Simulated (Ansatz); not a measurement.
# CH₈GeSSi: up Jacob's ladder to CCSD(T)

How much do the methods differ for CH₈GeSSi? The plan is to run it at one geometry with functionals of several rungs and with coupled cluster. The yardstick is the atomisation energy at the CCSD(T) limit.

Program: Ansatz 0.2.0, Gaussian basis. Level of theory: functionals in def2-TZVPP, the program's frozen cores in correlated methods. These are calculated values, not measurements.

The runs, in order: PBE-D4, r2SCAN-D4, PBE0-D4, B3LYP-D4, ωB97X-V, ωB97M-V, B2PLYP; CCSD(T)/def2-TZVPP; MP2/def2-QZVPP; extrapolation to the limit.

## (1) The geometry

All runs share one geometry, relaxed beforehand with PBE0-D4 in a triple-zeta def2 set.

SMILES `CS[SiH2][GeH3]`, 12 atoms, charge 0, spin multiplicity 1.

Atoms are counted from 1 here; the program's logs count them from 0.

Bond lengths: C1–S2 1.816 Å, C1–H5 1.090 Å, C1–H6 1.090 Å, C1–H7 1.090 Å, S2–Si3 2.130 Å, Si3–Ge4 2.383 Å, Si3–H8 1.491 Å, Si3–H9 1.486 Å, Ge4–H10 1.537 Å, Ge4–H11 1.540 Å, Ge4–H12 1.539 Å. Angles: S2–C1–H5 111.4°, S2–C1–H6 106.6°, S2–C1–H7 111.0°, H5–C1–H6 108.8°, H5–C1–H7 109.9°, H6–C1–H7 108.9°, C1–S2–Si3 99.8°, S2–Si3–Ge4 112.1°, S2–Si3–H8 110.4°, S2–Si3–H9 105.4°, Ge4–Si3–H8 109.4°, Ge4–Si3–H9 110.1°, H8–Si3–H9 109.3°, Si3–Ge4–H10 110.3°, Si3–Ge4–H11 110.8°, Si3–Ge4–H12 111.0°, H10–Ge4–H11 108.1°, H10–Ge4–H12 108.7° and more.

## (2) PBE-D4 (GGA)

The input, in.yaml:

```yaml
crystal:
  periodic: [false, false, false]
  atoms:
    - {symbol: C, position_ang: [-1.600674, 1.371072, -0.167712]}
    - {symbol: S, position_ang: [-0.398046, 1.502540, 1.185966]}
    - {symbol: Si, position_ang: [0.350935, -0.491478, 1.202913]}
    - {symbol: Ge, position_ang: [1.493372, -1.039045, -0.815115]}
    - {symbol: H, position_ang: [-1.112527, 1.125744, -1.110543]}
    - {symbol: H, position_ang: [-2.074135, 2.347999, -0.260315]}
    - {symbol: H, position_ang: [-2.365194, 0.628002, 0.059350]}
    - {symbol: H, position_ang: [-0.758763, -1.462656, 1.421492]}
    - {symbol: H, position_ang: [1.289316, -0.551308, 2.353201]}
    - {symbol: H, position_ang: [2.739054, -0.154035, -0.980032]}
    - {symbol: H, position_ang: [0.582590, -0.817297, -2.036431]}
    - {symbol: H, position_ang: [1.931071, -2.514838, -0.818772]}
basis:
  gaussian: {orbitals: def2-TZVPP}
hamiltonian: {xc: pbe, dispersion: d4}
output: {forces: true, orbitals: {seedname: orbitals}}
```

Launch:

```sh
ansatz run in.yaml --threads 4 --pin off --events-out ev --progress --plain --max-ram 10444MiB
```

Further steps of the session: r2SCAN-D4 (meta-GGA); PBE0-D4 (hybrid); B3LYP-D4 (hybrid); ωB97X-V (range-separated); ωB97M-V (range-separated); B2PLYP (double hybrid); CCSD(T) in def2-TZVPP; MP2 in def2-QZVPP.

**Question.** What will the summary of the whole plan be? Wanted: atomisation energy, CCSD(T)/CBS; farthest; mean size of error, hybrid; mean size of error, range-separated; gap, smallest and largest; T1 diagnostic; triples share of the correlation energy.

The runs gave:

```
                               quantity                                                   value
        atomisation energy, CCSD(T)/CBS                                               38.514 eV
    functionals within 0.385 eV (1.0 %)  PBE-D4, r2SCAN-D4, PBE0-D4, B3LYP-D4, ωB97X-V, ωB97M-V
                               farthest                                      B2PLYP (-0.739 eV)
             mean size of error, hybrid                                                0.268 eV
    mean size of error, range-separated                                                0.154 eV
              gap, smallest and largest                    4.66 eV (PBE-D4), 10.95 eV (ωB97X-V)
                          T1 diagnostic                                                  0.0116
triples share of the correlation energy                                                   3.8 %
```

PBE-D4 is off by -0.105 eV. Double hybrids carry the basis error of their MP2 part in triple zeta, and no dispersion term here, so their miss is partly the set-up's. Misses under about 0.385 eV are within the doubt on the reference itself, which lacks core-valence correlation, relativity and higher excitations, and its outer-core shells are covered unevenly. Hartree-Fock recovers 74 % of the binding; the rest is correlation. The gap grows from 4.7 to 10.9 eV across the functionals, mostly with the share of exact exchange. Correlated methods include outer-core shells of Ge, which these sets cover unevenly.
